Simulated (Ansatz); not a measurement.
**CH3AlClFO2: one species, many methods**

How much do the methods differ for CH3AlClFO2? The plan is to run it at one geometry with functionals of several rungs and with coupled cluster. The yardstick is the atomisation energy at the CCSD(T) limit.

Computed with Ansatz 0.2.0, Gaussian basis. Level: functionals in def2-TZVPP, the program's frozen cores in correlated methods.

Levels to be run: LDA (SPW92), PBE-D4, revPBE-D4, BLYP-D4, r2SCAN-D4, B97M-V, PBE0-D4, B3LYP-D4, r2SCANh-D4, r2SCAN0-D4, HSE06-D4, BHLYP-D4, CAM-B3LYP-D4, LC-ωPBE, ωB97X-V, ωB97M-V, B2PLYP, PBE-QIDH; CCSD(T)/def2-SVP; CCSD(T)/def2-TZVPP; MP2/def2-QZVPP; extrapolation to the limit; RPA on PBE.

## 1. The geometry

All runs share one geometry, relaxed beforehand with PBE0-D4 in a triple-zeta def2 set.

9 atoms, charge 0, spin multiplicity 1.

Atoms are counted from 1 here; the program's logs count them from 0.

Bond lengths: O1–C2 1.299 Å, O1–H7 0.968 Å, C2–F3 1.289 Å, C2–O5 1.207 Å, Cl4–Al6 2.142 Å, O5–Al6 2.012 Å, Al6–H8 1.586 Å, Al6–H9 1.581 Å. Angles: C2–O1–H7 108.9°, O1–C2–F3 111.0°, O1–C2–O5 125.7°, F3–C2–O5 123.3°, C2–O5–Al6 130.2°, Cl4–Al6–O5 97.2°, Cl4–Al6–H8 114.9°, Cl4–Al6–H9 115.7°, O5–Al6–H8 99.9°, O5–Al6–H9 99.3°, H8–Al6–H9 122.4°.

## 2. LDA

This LDA is Slater exchange with PW92 correlation.

File in.yaml:

```yaml
crystal:
  periodic: [false, false, false]
  atoms:
    - {symbol: O, position_ang: [2.305888, -0.475385, 0.733590]}
    - {symbol: C, position_ang: [1.034246, -0.224595, 0.654348]}
    - {symbol: F, position_ang: [0.433319, -0.527700, 1.753427]}
    - {symbol: Cl, position_ang: [-2.042834, -1.608839, -0.419455]}
    - {symbol: O, position_ang: [0.466298, 0.238724, -0.305132]}
    - {symbol: Al, position_ang: [-1.500578, 0.447948, -0.675971]}
    - {symbol: H, position_ang: [2.723466, -0.251599, -0.111014]}
    - {symbol: H, position_ang: [-1.905925, 1.400551, 0.525291]}
    - {symbol: H, position_ang: [-1.425279, 0.954595, -2.172185]}
basis:
  gaussian: {orbitals: def2-TZVPP}
hamiltonian: {xc: lda}
output: {orbitals: {seedname: orbitals}}
```

Launch:

```bash
$ ansatz run in.yaml --threads 4 --pin off --events-out ev --progress --plain --max-ram 10444MiB
```

The runs that follow: PBE-D4 (GGA); revPBE-D4 (GGA); BLYP-D4 (GGA); r2SCAN-D4 (meta-GGA); B97M-V (meta-GGA); B3LYP-D4 (hybrid); r2SCANh-D4 (hybrid); r2SCAN0-D4 (hybrid); HSE06-D4 (hybrid); BHLYP-D4 (hybrid); CAM-B3LYP-D4 (range-separated); LC-ωPBE (range-separated); ωB97X-V (range-separated); ωB97M-V (range-separated); B2PLYP (double hybrid); PBE-QIDH (double hybrid); CCSD(T) in def2-SVP; CCSD(T) in def2-TZVPP; MP2 in def2-QZVPP; RPA on PBE orbitals.

**Question.** What will the summary of the whole plan be? Wanted: atomisation energy, CCSD(T)/CBS; farthest beyond LDA; mean size of error, GGA; mean size of error, meta-GGA; mean size of error, hybrid; mean size of error, range-separated; mean size of error, double hybrid; gap, smallest and largest; T1 diagnostic.

**Answer**, as computed:

```
                               quantity                                                                   value
        atomisation energy, CCSD(T)/CBS                                                          786.5 kcal/mol
functionals within 3.9 kcal/mol (0.5 %)  BLYP-D4, r2SCANh-D4, HSE06-D4, CAM-B3LYP-D4, LC-ωPBE, ωB97X-V, ωB97M-V
                    farthest beyond LDA                                               BHLYP-D4 (-42.3 kcal/mol)
                mean size of error, GGA                                                            9.6 kcal/mol
           mean size of error, meta-GGA                                                            7.3 kcal/mol
             mean size of error, hybrid                                                           12.9 kcal/mol
    mean size of error, range-separated                                                            2.0 kcal/mol
      mean size of error, double hybrid                                                           10.9 kcal/mol
              gap, smallest and largest                               3.26 eV (LDA (SPW92)), 11.26 eV (LC-ωPBE)
                          T1 diagnostic                                                                  0.0129
triples share of the correlation energy                                                                   3.6 %
```

**Reading.** LDA overbinds by 140.2 kcal/mol (18 %). PBE-D4 is off by +21.4 kcal/mol. Double hybrids carry the basis error of their MP2 part in triple zeta, and no dispersion term here, so their miss is partly the set-up's. By mean error the best rung here is range-separated (2.0 kcal/mol) and the worst beyond LDA is hybrid (12.9 kcal/mol). double hybrid functionals lie within the reference's doubt of that worst mean (10.9 kcal/mol), so those two tie. The mean of the hybrids holds BHLYP, with half exact exchange. Misses under about 3.9 kcal/mol are within the doubt on the reference itself, which lacks core-valence correlation, relativity and higher excitations. Hartree-Fock recovers 69 % of the binding; the rest is correlation. CCSD(T) in def2-SVP is off by -43.4 kcal/mol, worse than the median functional, from the basis alone. The gap grows from 3.3 to 11.3 eV across the functionals, mostly with the share of exact exchange.
